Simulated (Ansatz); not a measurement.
# Ge: the cost of one run

Computed with Ansatz 0.2.0 (DFT LDA, scalar-relativistic, plane waves, PAW, unless a step's input says otherwise).

16 further runs of the same task are left out: 16 set aside as unsound or not needed.

### Step 1. Starting point

The structure is cubic, space group Fd-3m (No. 227). The conventional cell has a = 5.622 Å, b = 5.622 Å, c = 5.622 Å, α = 90.00°, β = 90.00°, γ = 90.00°. Around Ge (site symmetry -43m) lie 4 Ge at 2.43 Å.

Structure file:

```cif
data_structure
_symmetry_space_group_name_H-M 'Fd-3m:1'
_symmetry_Int_Tables_number 227
_cell_length_a 5.6218
_cell_length_b 5.6218
_cell_length_c 5.6218
_cell_angle_alpha 90.000
_cell_angle_beta 90.000
_cell_angle_gamma 90.000
_cell_volume 177.68
loop_
_atom_site_label
_atom_site_type_symbol
_atom_site_symmetry_multiplicity
_atom_site_Wyckoff_symbol
_atom_site_fract_x
_atom_site_fract_y
_atom_site_fract_z
_atom_site_occupancy
Ge1 Ge 8 a 0.50000 0.00000 0.50000 1
```

It is the result of an earlier relaxation at this level (volume 22.21 Å³/atom; gap on the mesh: none (metal)).

### Step 2. Plan of the line

The energy is mapped over volume and the cell's shape.

First coordinate, volume per atom: 7 values from 18.66 to 25.76 Å³. Second coordinate, c/a of the conventional cell: 7 values from 0.834 to 1.200.

Nothing else is relaxed (symmetry fixes all fractional coordinates). Energies count from the relaxed crystal. Points are written as (first, second).

### Step 3. The run at (24.58 Å³, 0.886)

The input, input.yaml:

```yaml
crystal:
  lattice:
    - [0.0, 3.0275583472, 2.6815084281]
    - [3.0275583472, 0.0, 2.6815084281]
    - [3.0275583472, 3.0275583472, 0.0]
  atoms:
    - { symbol: Ge, position: [0.5, 0.5, 0.5] }
    - { symbol: Ge, position: [0.75, 0.75, 0.75] }
basis:
  ecutwfc: 420
kpoints:
  mp_grid: { grid: [16, 16, 16] }
hamiltonian:
  xc: lda
scf:
  occupations: { method: gaussian, width: 0.15 }
output:
  forces: true
  stress: true
  eigenvalues: true
```

The run is started by

```bash
$ ansatz run input.yaml --threads 1 --pin off --max-ram 2048MiB --backend cpu --events-out ev --progress --plain --runs-dir out
```

Q: Estimate wall time and peak memory on 1 thread of AMD EPYC 7R43 (Zen 3), shared host.

About 9.5 s, with a peak of 0.55 GiB.
